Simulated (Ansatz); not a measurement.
**Sb2C: a trial structure relaxed, part 1 of 2**

Aim: relax Sb2C from this start, anti-LaI2 type (I4/mmm, No. 139), and see where it ends.

Program: Ansatz 0.2.0. Level of theory: DFT PBE, scalar-relativistic, plane waves, PAW. These are calculated values, not measurements.

**1. Starting point**

Symmetry: I4/mmm, No. 139, tetragonal system. Conventional cell: a = 3.422 Å, b = 3.422 Å, c = 12.189 Å, α = 90.00°, β = 90.00°, γ = 90.00°. Around Sb (site symmetry 4mm) lie 4 C at 2.93 Å and 5 Sb at 3.29 to 3.42 Å. C (site symmetry 4/mmm) is surrounded by 8 Sb at 2.93 Å.

As a file:

```
Sb C
1.0
    -1.71102    1.71102    6.09458
     1.71102   -1.71102    6.09458
     1.71102    1.71102   -6.09458
Sb C
2 1
Direct
  0.36500 0.36500 0.00000
  0.63500 0.63500 0.00000
  0.00000 0.00000 0.00000
```

This is candidate A: anti-LaI2 type (I4/mmm, No. 139).

**2. Quick check of gap, pressure and forces (candidate A)**

input.yaml

```yaml
crystal:
  lattice:
    - [-1.7110200606, 1.7110200606, 6.094581909]
    - [1.7110200606, -1.7110200606, 6.094581909]
    - [1.7110200606, 1.7110200606, -6.094581909]
  atoms:
    - { symbol: Sb, position: [0.365, 0.365, 0.0] }
    - { symbol: Sb, position: [0.635, 0.635, 0.0] }
    - { symbol: C, position: [0.0, 0.0, 0.0] }
basis:
  ecutwfc: 420
kpoints:
  mp_grid: { grid: [8, 8, 8] }
hamiltonian:
  xc: pbe
scf:
  occupations: { method: gaussian, width: 0.1 }
  lower_state_search: "off"
output:
  forces: true
  stress: true
  eigenvalues: true
```

Command:

```
$ ansatz run input.yaml --threads 1 --pin off --max-ram 2560MiB --backend cpu --events-out ev --progress --plain --runs-dir out
```

What it wrote, cut to the lines that bear on the results:

```text
[...]
SCF converged after 6 iterations
Free energy (F): -13214.749149 eV
[...]
E sigma→0 (E₀):  -13214.743132 eV
Entropy (-TS):   -0.012034 eV (-4.011 meV/atom)
Fermi energy:    9.122218 eV
[...]
--- Forces (eV/Å), atoms counted from 1 ---
  atom   1  Sb    -0.00000000    -0.00000000     1.22932665
  atom   2  Sb     0.00000000     0.00000000    -1.22932665
  atom   3  C      0.00000000     0.00000000     0.00000000
[...]
--- Stress (GPa, compression-positive) ---
       -9.850465       0.000000       0.000000
        0.000000      -9.850465      -0.000000
        0.000000       0.000000     -12.182710
  P = ⅓ Tr σ = -10.6279 GPa (-106.279 kbar)
--- Band table (eV; the first three rows and the last of 59) ---
  k-point 0: bands = ["-20.3196", "-20.3162", "-20.3071", "-20.2675", "-20.2587", "-20.2587", "-20.2567", "-20.2567", "-20.2535", "-20.2484", "-3.4703", "-0.2541", "0.9304", "6.9952", "8.3998", "8.3998", "9.0074", "11.1005", "11.1005", "13.8700", "13.9778"]
[...]
```

It took 2.1 s on 1 thread of Intel Xeon 6975P-C (Granite Rapids), shared host; peak memory 0.4 GiB.

From the probe: pressure -10.6 GPa, largest force 1.23 eV/Å, gap on this mesh none (metal). With stress or forces this large, a rough relaxation on a coarse mesh goes ahead of the careful one.

**3. A loose first relaxation (candidate A)**

Changes to input.yaml since step 2:

```diff
@@ -22 +22,6 @@
   eigenvalues: true
+relax:
+  adjacent_minimum: "off"
+  f_tol: 0.04
+  max_steps: 70
+  cell: { stress_tol: 0.4 }
```

Command:

```
$ ansatz run input.yaml --threads 1 --pin off --max-ram 2560MiB --backend cpu --events-out ev --progress --plain --runs-dir out
```

What it wrote:

```text
Warning: RAYON_NUM_THREADS=1 ignored (pool sized by the plan → 1); use --threads N
basis.fft_grid_basis auto: the FFT boxes are laid along the combinations [[1, 0, 1], [0, 1, 1], [0, 0, 1]] of the cell's own vectors, 3.422, 3.422 and 6.557 Å long. The dense box has 24×24×45 points. Along the cell's own vectors, as sized, it would have 45×45×45, 3.52 times as many. Of the 16 symmetry operations that the crystal satisfies within crystal.symmetry.tolerance (time reversal apart; of a slab, those that keep its plane) the dense box along the cell's own vectors carries 16, and the one as laid loses 12 of those. basis.fft_grid_basis: typed keeps the cell's own vectors: state it where this run's energies or levels are differenced outside the engine with another run's, or held beside a run that keeps those vectors.
Engine: ansatz 0.2.0, x86_64-unknown-linux-gnu
Pseudopotentials: kind: paw
Pseudopotential: Sb, paw, valence charge 15, recommended cutoff 420 eV (normal), Sb.paw.azcp
Pseudopotential: C, paw, valence charge 4, recommended cutoff 420 eV (normal), C.paw.azcp
Functional definition: PBE
  parameter kappa = 0.804
  parameter beta = 0.06672455060314922
  exchange = pbe_x(kappa = kappa, mu = beta*pi^2/3)
  correlation = pbe_c(beta = beta)
Crystal: 3 atoms, lattice volume = 71.370 Å³
Basis set: ecut = 420 eV, 1381 PW (Γ), FFT grids on a1+a3, a2+a3, a3, exchange–correlation on 48×48×90 points (8 copies of the dense FFT grid, shifted against one another)
Bands: 21, of which v1, the nominal top of the filled ones, is band 17 counted from 1 (16 counted from 0)
Symmetry: 16 space group operations
Space group: I4/mmm (ITA 139), of the structure as read, at distance tolerance 4.1e-5 Å
k-points: 59 of 512
Non-local potential: Sb, projectors of the file, l = 0: 2, l = 1: 2, l = 2: 2, l = 3: 2
Non-local potential: C, projectors of the file, l = 0: 2, l = 1: 2, l = 2: 1
PAW form: soft (Blöchl's): semilocal exchange-correlation on the pseudo side does not see the compensation charge
PAW one-centre angular grid: Sb, 590 points (default); XC on 64 Gauss nodes
PAW one-centre angular grid: C, 110 points (default); XC on 64 Gauss nodes
Initial density: superposition of atomic densities (neutral atoms: chi_scale 0, normalization atom), corrected by the library's trained network
Initial wavefunctions: pseudopotential atomic-orbital guess
Functional: x = pbe(κ = 0.804, μ = 0.2195149727645171), c = pbe(β = 0.06672455060314922)
SCF iter   1: F=—  HF=-13214.751345 eV  |F-HF|=—  |Δ(HF+E_count)|=         —  Δρ=2.14e-3  dr2=5.73e-3  ethr=1.77e-3  ⟨swp⟩=5.7  Hψ=5728  notcnv=0
preconditioner: auto → Kerker (q_TF=auto, 2.411 Å⁻¹)  [metal: Δε(μ)=0.027 eV  Ē_g=7.015 eV  σ=0.100 eV  W_gap=0.15  n_scr=20 (ndim 8)  ℏωp=16.4 eV  f_vac=0.000  D(μ)=2.44/eV (n_scr^D=20)]
SCF iter   2: F=—  HF=-13214.749176 eV  |F-HF|=—  |Δ(HF+E_count)|=   2.17e-3  Δρ=1.20e-3  dr2=2.02e-3  ethr=1.68e-5  ⟨swp⟩=2.1  Hψ=1989  notcnv=0
SCF iter   3: F=—  HF=-13214.749166 eV  |F-HF|=—  |Δ(HF+E_count)|=   9.14e-6  Δρ=2.77e-4  dr2=1.09e-4  ethr=5.93e-6  ⟨swp⟩=2.1  Hψ=1516  notcnv=0
SCF iter   4: F=—  HF=-13214.749145 eV  |F-HF|=—  |Δ(HF+E_count)|=   2.18e-5  Δρ=1.15e-4  dr2=1.63e-5  ethr=3.22e-7  ⟨swp⟩=3.0  Hψ=2316  notcnv=0
SCF iter   5: F=—  HF=-13214.749149 eV  |F-HF|=—  |Δ(HF+E_count)|=   3.80e-6  Δρ=3.31e-5  dr2=1.43e-6  ethr=4.79e-8  ⟨swp⟩=2.0  Hψ=1490  notcnv=0
SCF iter   6: F=-13214.749149 eV  HF=-13214.749149 eV  |F-HF|=1.67e-8  |Δ(HF+E_count)|=   7.47e-8  Δρ=9.73e-6  dr2=6.49e-8  ethr=2.94e-10  ⟨swp⟩=4.7  Hψ=5526  notcnv=0
SCF 1 converged in 6 iterations: F = -13214.749149 eV  dr2 = 6.49e-8
relax step   1: F+E_penalty+E_count = -13214.74914862 eV  Δ(F+E_penalty+E_count) = +0.000e0 eV  max|allowed force component| = 1.229e0 eV/Å  Δτ_max = 0.0000 Å  P = -10.628 GPa  Ω = 71.370 Å³  (6 SCF iters, dr2 threshold 1.00e-7 eV, accepted)
Crystal: 3 atoms, lattice volume = 62.285 Å³
Basis set: ecut = 420 eV, 1231 PW (Γ), FFT grids on a1+a3, a2+a3, a3, exchange–correlation on 48×48×90 points (8 copies of the dense FFT grid, shifted against one another)
Initial density: handed on by an earlier stage of this run
Initial wavefunctions: those handed on with the density
iter 1 solved again at ethr=2.16e-3 eV; its pass at ethr=3.10e-3 eV (dr2=7.36e-1 eV) is discarded
SCF iter   1: F=—  HF=-13215.544702 eV  |F-HF|=—  |Δ(HF+E_count)|=         —  Δρ=2.41e-2  dr2=7.41e-1  ethr=2.16e-3  ⟨swp⟩=1.0  Hψ=7679  notcnv=0
preconditioner: auto → Kerker (q_TF=auto, 2.466 Å⁻¹)  [metal: Δε(μ)=0.037 eV  Ē_g=8.042 eV  σ=0.100 eV  W_gap=0.21  n_scr=12 (ndim 8)  ℏωp=17.6 eV  f_vac=0.000  D(μ)=1.66/eV (n_scr^D=12)]
SCF iter   2: F=—  HF=-13215.463815 eV  |F-HF|=—  |Δ(HF+E_count)|=   8.09e-2  Δρ=1.28e-2  dr2=2.30e-1  ethr=2.16e-3  ⟨swp⟩=2.0  Hψ=1436  notcnv=0
SCF iter   3: F=—  HF=-13215.431551 eV  |F-HF|=—  |Δ(HF+E_count)|=   3.23e-2  Δρ=1.79e-3  dr2=2.16e-3  ethr=6.75e-4  ⟨swp⟩=2.0  Hψ=1676  notcnv=0
SCF iter   4: F=—  HF=-13215.431685 eV  |F-HF|=—  |Δ(HF+E_count)|=   1.34e-4  Δρ=6.31e-4  dr2=8.80e-4  ethr=6.36e-6  ⟨swp⟩=2.0  Hψ=1844  notcnv=0
SCF iter   5: F=—  HF=-13215.431601 eV  |F-HF|=—  |Δ(HF+E_count)|=   8.38e-5  Δρ=1.89e-4  dr2=3.63e-5  ethr=2.59e-6  ⟨swp⟩=2.0  Hψ=1403  notcnv=0
SCF iter   6: F=—  HF=-13215.431593 eV  |F-HF|=—  |Δ(HF+E_count)|=   7.88e-6  Δρ=3.15e-5  dr2=5.43e-7  ethr=1.07e-7  ⟨swp⟩=2.0  Hψ=1605  notcnv=0
SCF iter   7: F=-13215.431593 eV  HF=-13215.431593 eV  |F-HF|=4.69e-9  |Δ(HF+E_count)|=   1.73e-7  Δρ=8.69e-6  dr2=4.23e-8  ethr=8.82e-10  ⟨swp⟩=6.4  Hψ=5486  notcnv=0
SCF 2 converged in 7 iterations: F = -13215.431593 eV  dr2 = 4.23e-8
relax step   2: F+E_penalty+E_count = -13215.43159288 eV  Δ(F+E_penalty+E_count) = -6.824e-1 eV  max|allowed force component| = 2.647e-1 eV/Å  Δτ_max = 0.1877 Å  P = -1.033 GPa  Ω = 62.285 Å³  energy of the carried Pulay correction = +5.486e-3 eV  (7 SCF iters, dr2 threshold 3.00e-7 eV, accepted)
Crystal: 3 atoms, lattice volume = 58.205 Å³
Basis set: ecut = 420 eV, 1135 PW (Γ), FFT grids on a1+a3, a2+a3, a3, exchange–correlation on 48×48×90 points (8 copies of the dense FFT grid, shifted against one another)
iter 1 solved again at ethr=4.84e-5 eV; its pass at ethr=3.10e-3 eV (dr2=1.64e-2 eV) is discarded
SCF iter   1: F=—  HF=-13215.451300 eV  |F-HF|=—  |Δ(HF+E_count)|=         —  Δρ=5.16e-3  dr2=1.76e-2  ethr=4.84e-5  ⟨swp⟩=1.9  Hψ=7303  notcnv=0
preconditioner: auto → Kerker (q_TF=auto, 2.494 Å⁻¹)  [metal: Δε(μ)=0.014 eV  Ē_g=8.193 eV  σ=0.100 eV  W_gap=0.08  n_scr=12 (ndim 8)  ℏωp=18.2 eV  f_vac=0.000  D(μ)=1.30/eV (n_scr^D=2)]
SCF iter   2: F=—  HF=-13215.448668 eV  |F-HF|=—  |Δ(HF+E_count)|=   2.63e-3  Δρ=3.19e-3  dr2=7.12e-3  ethr=4.84e-5  ⟨swp⟩=1.0  Hψ=1239  notcnv=0
SCF iter   3: F=—  HF=-13215.446904 eV  |F-HF|=—  |Δ(HF+E_count)|=   1.76e-3  Δρ=4.42e-4  dr2=2.82e-4  ethr=2.09e-5  ⟨swp⟩=2.1  Hψ=1518  notcnv=0
SCF iter   4: F=—  HF=-13215.446876 eV  |F-HF|=—  |Δ(HF+E_count)|=   2.84e-5  Δρ=1.34e-4  dr2=1.76e-5  ethr=8.31e-7  ⟨swp⟩=2.3  Hψ=1794  notcnv=0
SCF iter   5: F=—  HF=-13215.446873 eV  |F-HF|=—  |Δ(HF+E_count)|=   2.73e-6  Δρ=4.75e-5  dr2=2.95e-6  ethr=5.18e-8  ⟨swp⟩=2.4  Hψ=2223  notcnv=0
SCF iter   6: F=-13215.446873 eV  HF=-13215.446873 eV  |F-HF|=2.71e-8  |Δ(HF+E_count)|=   5.73e-7  Δρ=1.03e-5  dr2=7.28e-8  ethr=8.82e-10  ⟨swp⟩=4.0  Hψ=5072  notcnv=0
SCF 3 converged in 6 iterations: F = -13215.446873 eV  dr2 = 7.28e-8
relax step   3: F+E_penalty+E_count = -13215.44687257 eV  Δ(F+E_penalty+E_count) = -1.528e-2 eV  max|allowed force component| = 4.810e-1 eV/Å  Δτ_max = 0.0932 Å  P = +0.452 GPa  Ω = 58.205 Å³  energy of the carried Pulay correction = +8.200e-3 eV  (6 SCF iters, dr2 threshold 3.00e-7 eV, accepted)
Crystal: 3 atoms, lattice volume = 60.880 Å³
Basis set: ecut = 420 eV, 1199 PW (Γ), FFT grids on a1+a3, a2+a3, a3, exchange–correlation on 48×48×90 points (8 copies of the dense FFT grid, shifted against one another)
iter 1 solved again at ethr=1.63e-5 eV; its pass at ethr=3.10e-3 eV (dr2=5.56e-3 eV) is discarded
SCF iter   1: F=—  HF=-13215.475908 eV  |F-HF|=—  |Δ(HF+E_count)|=         —  Δρ=3.34e-3  dr2=6.05e-3  ethr=1.63e-5  ⟨swp⟩=2.0  Hψ=7509  notcnv=0
preconditioner: auto → Kerker (q_TF=auto, 2.476 Å⁻¹)  [metal: Δε(μ)=0.057 eV  Ē_g=8.123 eV  σ=0.100 eV  W_gap=0.32  n_scr=12 (ndim 8)  ℏωp=17.8 eV  f_vac=0.000  D(μ)=1.61/eV (n_scr^D=12)]
SCF iter   2: F=—  HF=-13215.475081 eV  |F-HF|=—  |Δ(HF+E_count)|=   8.28e-4  Δρ=1.98e-3  dr2=2.27e-3  ethr=1.63e-5  ⟨swp⟩=1.0  Hψ=1239  notcnv=0
SCF iter   3: F=—  HF=-13215.474561 eV  |F-HF|=—  |Δ(HF+E_count)|=   5.20e-4  Δρ=2.77e-4  dr2=8.18e-5  ethr=6.68e-6  ⟨swp⟩=2.4  Hψ=1702  notcnv=0
SCF iter   4: F=—  HF=-13215.474549 eV  |F-HF|=—  |Δ(HF+E_count)|=   1.17e-5  Δρ=7.78e-5  dr2=7.22e-6  ethr=2.40e-7  ⟨swp⟩=2.5  Hψ=1956  notcnv=0
SCF iter   5: F=—  HF=-13215.474548 eV  |F-HF|=—  |Δ(HF+E_count)|=   6.15e-7  Δρ=2.71e-5  dr2=1.37e-6  ethr=2.12e-8  ⟨swp⟩=2.5  Hψ=2108  notcnv=0
SCF iter   6: F=-13215.474548 eV  HF=-13215.474548 eV  |F-HF|=2.37e-8  |Δ(HF+E_count)|=   2.29e-7  Δρ=7.25e-6  dr2=5.10e-8  ethr=8.82e-10  ⟨swp⟩=6.3  Hψ=5324  notcnv=0
SCF 4 converged in 6 iterations: F = -13215.474548 eV  dr2 = 5.10e-8
relax step   4: F+E_penalty+E_count = -13215.47454811 eV  Δ(F+E_penalty+E_count) = -2.768e-2 eV  max|allowed force component| = 1.281e-1 eV/Å  Δτ_max = 0.0815 Å  P = -0.356 GPa  Ω = 60.880 Å³  energy of the carried Pulay correction = +6.401e-3 eV  (6 SCF iters, dr2 threshold 3.00e-7 eV, accepted)
Crystal: 3 atoms, lattice volume = 60.186 Å³
Basis set: ecut = 420 eV, 1151 PW (Γ), FFT grids on a1+a3, a2+a3, a3, exchange–correlation on 48×48×90 points (8 copies of the dense FFT grid, shifted against one another)
iter 1 solved again at ethr=2.47e-6 eV; its pass at ethr=3.10e-3 eV (dr2=8.40e-4 eV) is discarded
SCF iter   1: F=—  HF=-13215.478204 eV  |F-HF|=—  |Δ(HF+E_count)|=         —  Δρ=9.94e-4  dr2=8.99e-4  ethr=2.47e-6  ⟨swp⟩=2.3  Hψ=7226  notcnv=0
preconditioner: auto → Kerker (q_TF=auto, 2.481 Å⁻¹)  [metal: Δε(μ)=0.030 eV  Ē_g=8.167 eV  σ=0.100 eV  W_gap=0.17  n_scr=12 (ndim 8)  ℏωp=17.9 eV  f_vac=0.000  D(μ)=1.56/eV (n_scr^D=12)]
SCF iter   2: F=—  HF=-13215.478074 eV  |F-HF|=—  |Δ(HF+E_count)|=   1.30e-4  Δρ=5.53e-4  dr2=2.85e-4  ethr=2.47e-6  ⟨swp⟩=1.2  Hψ=1254  notcnv=0
SCF iter   3: F=—  HF=-13215.478007 eV  |F-HF|=—  |Δ(HF+E_count)|=   6.72e-5  Δρ=7.61e-5  dr2=3.73e-6  ethr=8.38e-7  ⟨swp⟩=2.0  Hψ=1454  notcnv=0
iter 4 did not close the SCF: its close was put off for the readings that it lacked (scf_convergence_deferred on its scf_iter line)
SCF iter   4: F=-13215.478007 eV  HF=-13215.478007 eV  |F-HF|=2.60e-8  |Δ(HF+E_count)|=   1.03e-7  Δρ=1.90e-5  dr2=2.04e-7  ethr=1.10e-8  ⟨swp⟩=2.2  Hψ=1835  notcnv=0
iter 5 did not close the SCF: its close was put off for the readings that it lacked (scf_convergence_deferred on its scf_iter line)
SCF iter   5: F=-13215.478007 eV  HF=-13215.478007 eV  |F-HF|=1.02e-8  |Δ(HF+E_count)|=   1.74e-8  Δρ=5.47e-6  dr2=1.80e-8  ethr=6.00e-10  ⟨swp⟩=2.0  Hψ=2207  notcnv=0
SCF iter   6: F=-13215.478007 eV  HF=-13215.478007 eV  |F-HF|=8.73e-11  |Δ(HF+E_count)|=   1.21e-8  Δρ=1.02e-6  dr2=9.87e-10  ethr=5.28e-11  ⟨swp⟩=2.1  Hψ=3225  notcnv=0
SCF 5 converged in 6 iterations: F = -13215.478007 eV  dr2 = 9.87e-10
relax step   5: F+E_penalty+E_count = -13215.47800693 eV  Δ(F+E_penalty+E_count) = -3.459e-3 eV  max|allowed force component| = 1.007e-2 eV/Å  Δτ_max = 0.0083 Å  P = +0.182 GPa  Ω = 60.186 Å³  energy of the carried Pulay correction = +6.861e-3 eV  (6 SCF iters, dr2 threshold 3.00e-7 eV, accepted)
Initial wavefunctions: pseudopotential atomic-orbital guess (no wavefunctions were taken with the density)
iter 1 solved again at ethr=1.78e-7 eV; its pass at ethr=3.10e-3 eV (dr2=6.07e-5 eV) is discarded
SCF iter   1: F=—  HF=-13215.473249 eV  |F-HF|=—  |Δ(HF+E_count)|=         —  Δρ=2.73e-4  dr2=8.25e-6  ethr=1.78e-7  ⟨swp⟩=2.6  Hψ=8660  notcnv=0
preconditioner: auto → Kerker (q_TF=auto, 2.481 Å⁻¹)  [metal: Δε(μ)=0.034 eV  Ē_g=8.167 eV  σ=0.100 eV  W_gap=0.19  n_scr=12 (ndim 8)  ℏωp=17.9 eV  f_vac=0.000  D(μ)=1.52/eV (n_scr^D=12)]
SCF iter   2: F=—  HF=-13215.473258 eV  |F-HF|=—  |Δ(HF+E_count)|=   8.86e-6  Δρ=1.46e-4  dr2=2.07e-6  ethr=2.43e-8  ⟨swp⟩=2.1  Hψ=1469  notcnv=0
SCF iter   3: F=—  HF=-13215.473262 eV  |F-HF|=—  |Δ(HF+E_count)|=   4.83e-6  Δρ=8.98e-6  dr2=1.73e-8  ethr=6.08e-9  ⟨swp⟩=2.0  Hψ=1654  notcnv=0
iter 4 did not close the SCF: its close was put off for the readings that it lacked (scf_convergence_deferred on its scf_iter line)
SCF iter   4: F=-13215.473262 eV  HF=-13215.473262 eV  |F-HF|=1.21e-9  |Δ(HF+E_count)|=   2.21e-8  Δρ=1.33e-6  dr2=1.68e-9  ethr=5.09e-11  ⟨swp⟩=2.6  Hψ=2069  notcnv=0
iter 5 did not close the SCF: its close was put off for the readings that it lacked (scf_convergence_deferred on its scf_iter line)
SCF iter   5: F=-13215.473262 eV  HF=-13215.473262 eV  |F-HF|=1.15e-10  |Δ(HF+E_count)|=  5.24e-10  Δρ=5.01e-7  dr2=2.72e-10  ethr=4.94e-12  ⟨swp⟩=2.5  Hψ=2247  notcnv=0
SCF iter   6: F=-13215.473262 eV  HF=-13215.473262 eV  |F-HF|=3.64e-12  |Δ(HF+E_count)|=  4.37e-11  Δρ=1.19e-7  dr2=1.60e-11  ethr=1.00e-12  ⟨swp⟩=2.8  Hψ=3923  notcnv=0
SCF 6 converged in 6 iterations: F = -13215.473262 eV  dr2 = 1.60e-11
relax step   6: F+E_penalty+E_count = -13215.47326240 eV  Δ(F+E_penalty+E_count) = +4.745e-3 eV  max|allowed force component| = 1.027e-2 eV/Å  Δτ_max = 0.0000 Å  P = +0.113 GPa  Ω = 60.186 Å³  stress off target by 2.15e-1 GPa  SCF on the basis re-selected at this cell (its energy is not comparable with the rows above)  (6 SCF iters)
basis re-selected at this cell: Δ(F+E_penalty+E_count) = +4.745e-3 eV, ΔP = -0.068 GPa vs the last step (what re-selecting the basis moved, of the pressure what is left beyond the Pulay correction that the steps carried, after the strain that the cell walked since its last selection, with what the two solves' SCF thresholds leave and, on support functions, any second-order correction that the steps lacked; it is no measure of the basis error at this ecutwfc). This SCF's stress stands 2.15e-1 GPa from its target on what of the cell is left free (relax.cell.stress_tol is 4.00e-1 GPa) and its largest allowed force component is 1.03e-2 eV/Å (relax.f_tol is 4.00e-2 eV/Å): within both
SCF converged after 6 iterations
Free energy (F): -13215.473262 eV
Harris-Foulkes:  -13215.473262 eV  (|F-HF|=3.64e-12)
Internal energy: -13215.465657 eV  (E = F + TS)
E sigma→0 (E₀):  -13215.469460 eV
Entropy (-TS):   -0.007605 eV (-2.535 meV/atom)
Fermi energy:    11.714130 eV
--- Per-component energies (eV) ---
  E_band       = -272.467723
  E_kinetic    = 493.474086
  E_local      = -3014.242178  (includes V_loc(G=0)·N_el)
  E_nonlocal   = 751.832705
  E_hartree    = 1369.171023
  E_xc         = -323.544482
  E_vxc        = -250.183057  (∫ρ·V_xc dr)
  E_paw        = -9247.441194  (= ΣΔE_a)
  E_vpaw       = -991.691172  (= ΣTr[D̂ρ^β])
  E_aug_tail   = -0.000000  (compensation charges beyond the density's cutoff)
  E_ewald      = -3244.715616
  E_smearing   = -0.007605  (= −TS)
  E_closure    = -0.000000  (closes the sum)
  Σ components = -13215.473262   (vs F -13215.473262, Δ=0.00e0)
--- Forces (eV/Å), atoms counted from 1 ---
  atom   1  Sb    -0.00000000    -0.00000000     0.01026847
  atom   2  Sb    -0.00000000     0.00000000    -0.01026847
  atom   3  C     -0.00000000     0.00000000     0.00000000
  max |Σ_I F_I| component: 1.39e-17 eV/Å
--- Stress (GPa, compression-positive) ---
        0.215335       0.000000       0.000000
        0.000000       0.215335       0.000000
        0.000000      -0.000000      -0.091360
  P = ⅓ Tr σ = 0.1131 GPa (1.131 kbar)
--- Band table (eV; the first three rows and the last of 59) ---
  k-point 0: bands = ["-17.9040", "-17.8747", "-17.8697", "-17.7717", "-17.7717", "-17.7332", "-17.7305", "-17.7260", "-17.7247", "-17.7247", "-2.8034", "1.3854", "3.5148", "9.6614", "10.2410", "10.2410", "11.7667", "14.8447", "14.8447", "17.5751", "17.7306"]
  k-point 1: bands = ["-17.8946", "-17.8488", "-17.8437", "-17.7800", "-17.7767", "-17.7434", "-17.7364", "-17.7296", "-17.7279", "-17.7191", "-2.3573", "1.8126", "3.7699", "7.6645", "9.2761", "10.8640", "12.7090", "12.9458", "14.9219", "16.1930", "16.6174"]
  k-point 2: bands = ["-17.8723", "-17.7989", "-17.7917", "-17.7820", "-17.7799", "-17.7698", "-17.7622", "-17.7413", "-17.7343", "-17.6941", "-1.0327", "3.0532", "3.8988", "6.9968", "7.6242", "9.3746", "10.6337", "12.2765", "14.9882", "15.1232", "15.5296"]
  k-point 58: bands = ["-17.9029", "-17.8778", "-17.8667", "-17.7812", "-17.7812", "-17.7314", "-17.7311", "-17.7278", "-17.7151", "-17.7151", "-2.5536", "0.0941", "5.7600", "8.8623", "10.1372", "10.1372", "11.3450", "15.1858", "15.9821", "15.9821", "16.7061"]
--- Relaxed structure (5 steps of the walk, 5 accepted, 1 SCFs on fresh bases) ---
  F+E_penalty+E_count = -13215.47326240 eV   max|allowed force component| = 1.027e-2 eV/Å   (the final SCF, on the basis selected at the relaxed cell)
  cell:  # Å, volume = 60.1857 Å³
    - [-1.5968727394792404, 1.5968727394792404, 5.90055064633455]
    - [1.5968727394792404, -1.5968727394792404, 5.90055064633455]
    - [1.5968727394792404, 1.5968727394792404, -5.90055064633455]
  atoms:
    - { symbol: Sb, position: [0.3787625299557274, 0.3787625299557274, -4.146747661996254e-35] }
    - { symbol: Sb, position: [0.6212374700442728, 0.6212374700442728, -2.6149398132825127e-35] }
    - { symbol: C, position: [3.795116169035547e-19, 3.7951161690355464e-19, 5.100390265117306e-35] }
```

Run time: 15 s. Hardware: 1 thread of Intel Xeon 6975P-C (Granite Rapids), shared host; peak memory 0.41 GiB.

The steps of the relaxation:

```csv
step,E - E(step 1) (eV/cell),largest force component (eV/Å),pressure (GPa),volume (Å³)
1,0.0000,1.2293,-10.63,71.37
2,-0.6824,0.2647,-1.03,62.28
3,-0.6977,0.4810,0.45,58.20
4,-0.7254,0.1281,-0.36,60.88
5,-0.7289,0.0101,0.18,60.19
6,-0.7241,0.0103,0.11,60.19
```

Step 1 is the start. Step 6 repeats the geometry before it on a plane-wave basis chosen anew for that cell, so its energy need not be comparable with the rows above.

Lengths and angles in the start's conventional setting:

|  | before | after | change |
| --- | --- | --- | --- |
| a (Å) | 3.422 | 3.194 | -6.7 % |
| b (Å) | 3.422 | 3.194 | -6.7 % |
| c (Å) | 12.189 | 11.801 | -3.2 % |
| volume (Å³/atom) | 23.79 | 20.06 | -15.7 % |
| shortest distance (Å) | 2.926 | 2.673 | -8.6 % |
| space group (0.01 Å) | I4/mmm | I4/mmm | same |

The run keeps the 16 symmetry operations of the start, so it could not have lowered the symmetry.

(Continued in part 2 of 2.)
